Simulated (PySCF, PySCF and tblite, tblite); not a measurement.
# CH₄BCl₂N: a path driven as rotation about a bond, and NMR exchange

One table from this session's results is given with a row withheld; the runs are named, their logs left out.

Programs: PySCF 2.14.0 with density-fitted response routines of our own, and tblite 0.8.0. All values are computed, except where a source is named. Atoms count from 0 throughout.

## The molecule as given

9 atoms, charge 0, multiplicity 1; geometry from: force field or distance geometry start.

Bonds of the start (Å): B2–Cl3 1.83, B2–Cl4 1.86, C0–H5 1.12, C0–H6 1.11, C0–H7 1.12, C0–N1 1.45, N1–B2 1.54, N1–H8 1.04.

The first run:

Job settings and geometry (Å):

```
{"job": {"xc": "GFN2-xTB", "basis": "xTB", "kind": "relax"}, "charge": 0, "multiplicity": 1}
C     -1.166800     0.011700     0.009900
N      0.056500    -0.758200     0.074900
B      1.317600     0.124800     0.187700
Cl     2.967000    -0.660600     0.274300
Cl     1.215200     1.977500     0.251100
H     -1.185500     0.674800    -0.887400
H     -2.037500    -0.677000    -0.071300
H     -1.305400     0.623300     0.938500
H      0.152500    -1.310400    -0.803000
```

Command:

```bash
> OMP_NUM_THREADS=1 python ens_run.py task.json out
```

The driver reads the study from task.json and runs its stages one after another.

Among the steps run: GFN2-xTB relaxation, start minimum; Relaxed scan, rotation; Nudged elastic band, leg 1; Saddle search, leg 1; Saddle search, other pyramid; DFT refinement, start: PBE0-D3(BJ)/def2-SVP; Shieldings, start: PBE0/pcSseg-1; Shieldings, saddle of leg 1: PBE0/pcSseg-1; Kinetics and line shapes; Shieldings, start: PBE0/pcSseg-1 in methanol; Single-point energy, saddle of leg 1: PBE0/pcSseg-1 in methanol; Second level: PBE0/pcSseg-1 + D3(BJ), IEF-PCM methanol.

One of the session's tables, all rows but one given; the rest of the session is left out.

It belongs to the step «Second level: PBE0/pcSseg-1 + D3(BJ), IEF-PCM methanol». Barriers by level (kcal/mol; entropies in cal/(mol K)). Zero-point and thermal terms come from xTB in every row. ΔG‡ leaves symmetry out; the rate counts equivalent paths (a factor of 4); effective ΔG‡, where given, is the barrier that would give that rate by Eyring's equation alone:

```
                                   level    ΔE‡  with zero-point    ΔH‡  ΔG‡ (298 K)  k at 298 K (1/s)
                                GFN2-xTB      ?                ?      ?            ?                 ?
                    PBE0-D3(BJ)/def2-SVP  23.79            22.62  22.39        22.84           0.00045
                  PBE0/pcSseg-1 + D3(BJ)  24.53            23.37  23.13        23.58           0.00013
PBE0/pcSseg-1 + D3(BJ), IEF-PCM methanol  24.27            23.10  22.87        23.32            0.0002
```

Estimate the missing values for GFN2-xTB.

As computed: ΔE‡: 21.16; with zero-point: 19.99; ΔH‡: 19.75; ΔG‡ (298 K): 20.21; k at 298 K (1/s): 0.038. In the column «ΔE‡» it is the lowest.
